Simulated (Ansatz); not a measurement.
**BeH2: a single-point run**

Aim: a sound single-point run of BeH2. The structure is shown as the input types it. The cell is built on a prototype (fluorite) and needn't be the phase found in nature.

Computed with Ansatz 0.2.0 (density functional or hybrid calculation with the settings of its input, plane waves (as first typed), unless a step's input says otherwise).

2 further runs of the same task are left out: 2 that didn't finish.

**1. The system as given**

Symmetry: Fm-3m, No. 225, cubic system. Conventional cell: a = 3.950 Å, b = 3.950 Å, c = 3.950 Å, α = 90.00°, β = 90.00°, γ = 90.00°. Be (site symmetry m-3m) is surrounded by 8 H at 1.71 Å. H (site symmetry -43m) is surrounded by 4 Be at 1.71 Å.

Structure file:

```
Be H
1.0
     0.00000    1.97495    1.97495
     1.97495    0.00000    1.97495
     1.97495    1.97495    0.00000
Be H
1 2
Direct
  0.00000 0.00000 0.00000
  0.25000 0.25000 0.25000
  0.75000 0.75000 0.75000
```

**2. The calculation**

Input file input.yaml:

```yaml
crystal:
  lattice:
    - [0.0, 1.9749473532, 1.9749473532]
    - [1.9749473532, 0.0, 1.9749473532]
    - [1.9749473532, 1.9749473532, 0.0]
  atoms:
    - { symbol: Be, position: [0.0, 0.0, 0.0] }
    - { symbol: H, position: [0.25, 0.25, 0.25] }
    - { symbol: H, position: [0.75, 0.75, 0.75] }
kpoints:
  mp_grid: { grid: [8, 8, 8] }
hamiltonian:
  xc: pbesol
scf:
  occupations: { method: fermi_dirac, width: 0.02 }
  n_extra_bands: 4
  max_iter: 77
output:
  forces: true
  stress: true
  eigenvalues: true
basis:
  ecutwfc: 40
```

Run with:

```
> ansatz run input.yaml --threads 4 --pin off --max-ram 3686MiB --backend cpu --events-out ev --progress --plain --runs-dir out
```

**Question.** How will this run end, and is anything wrong with its input?

This run ends as converged, with warnings (cutoff below recommended). Its log warns: «basis.ecutwfc = 40 eV is below the records' recommended 420 eV ...»

Look at the input: basis.ecutwfc is 40. The basis cutoff is far too low: the plane waves can't represent the orbitals near the cores. The potentials' recommended cutoff is 420 eV.

To check: delete basis.ecutwfc (the default then holds).
